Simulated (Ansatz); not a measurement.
# HfH2 (singlet): from Hartree-Fock to the top rungs at distance Hf1–H2 = 4.173 Å, def2-SVP

How much of the correlation energy of HfH2 (singlet) does each wave-function method recover here?

Method: def2-SVP, core rule «outside noble gas», up to 4 orbitals frozen; program: Ansatz 0.2.0, Gaussian basis.

The runs, in order: UHF; CCSD(T) on RHF; CCSD(T) on UHF; CISD; CCSDT(Q) on RHF; CCSDT(Q) on UHF; CASSCF and MRCISD+Q, 2 electrons in 2 orbitals; CASSCF and NEVPT2, 2 electrons in 2 orbitals; Full CI; Full CI in the symmetry of the determinant.

40 further runs of the same task are left out: 22 for a known fault of the program, 15 that didn't finish, 3 set aside as unsound or not needed.

### 1 What is computed

The geometry derives from a PBE0/def2-TZVP stationary point (not a proven minimum). One bond is set to the value named and the two fragments are kept rigid. No spin-orbit coupling is included. Elements past krypton take def2 core potentials.

3 atoms, charge 0, spin multiplicity 1.

Atoms are counted from 1 here; the program's logs count them from 0.

Bond lengths: Hf1–H3 1.912 Å.

Coordinates:

```
Hf    0.0000    0.0000    0.7537
H     0.0000    0.0000   -3.4193
H     0.0000    0.0000    2.6655
```

### 2 UHF

File in.yaml:

```yaml
crystal:
  periodic: [false, false, false]
  atoms:
    - {symbol: Hf, position_ang: [0.000000, 0.000000, 0.753733]}
    - {symbol: H, position_ang: [0.000000, 0.000000, -3.419267]}
    - {symbol: H, position_ang: [0.000000, 0.000000, 2.665533]}
basis:
  gaussian: {orbitals: def2-SVP}
magnetization: {spin_polarized: true, initial_magnetization: 0}
hamiltonian: {xc: hf}
output: {orbitals: {seedname: orbitals}}
```

Run with:

```console
$ ansatz run in.yaml --threads 1 --pin off --events-out ev --progress --plain --max-ram 2393MiB
```

The runs that follow: CCSD(T) on RHF; CCSD(T) on UHF; CISD; CCSDT(Q) on RHF; CCSDT(Q) on UHF; CASSCF and MRCISD+Q, 2 electrons in 2 orbitals; CASSCF and NEVPT2, 2 electrons in 2 orbitals; Full CI; Full CI in the symmetry of the determinant.

Before running them: what should the planned runs give, taken together? Wanted: FCI below the RHF energy; RMP2 from FCI; RCCSD from FCI; RCCSD(T) from FCI; RCCSDT(Q) from FCI; NEVPT2 pair from FCI; MRCISD+Q pair from FCI; T1 diagnostic; effectively unpaired electrons.

**Answer**, as computed:

```
                         quantity        value
         FCI below the RHF energy   -4.2292 eV
                    RMP2 from FCI  +2065.1 meV
                   RCCSD from FCI   +733.9 meV
                RCCSD(T) from FCI   +526.7 meV
               RCCSDT(Q) from FCI   +439.7 meV
             NEVPT2 pair from FCI   +587.6 meV
           MRCISD+Q pair from FCI    -52.2 meV
levels within 1 kcal/mol (43 meV)         none
                    T1 diagnostic        0.093
   effectively unpaired electrons         2.14
```

What this shows: RCCSD(T) misses by +526.7 meV, 12.5 % of the correlation energy. MRCISD+Q pair falls below full CI: the +Q correction isn't variational, and the cores differ from full CI's. The occupations show strong static correlation (2.1 unpaired electrons where one determinant has 0). Of the multireference levels listed MRCISD+Q pair comes nearest in total energy (-52.2 meV), which doesn't show that its space is the better one. These misses are within one basis, not against nature.
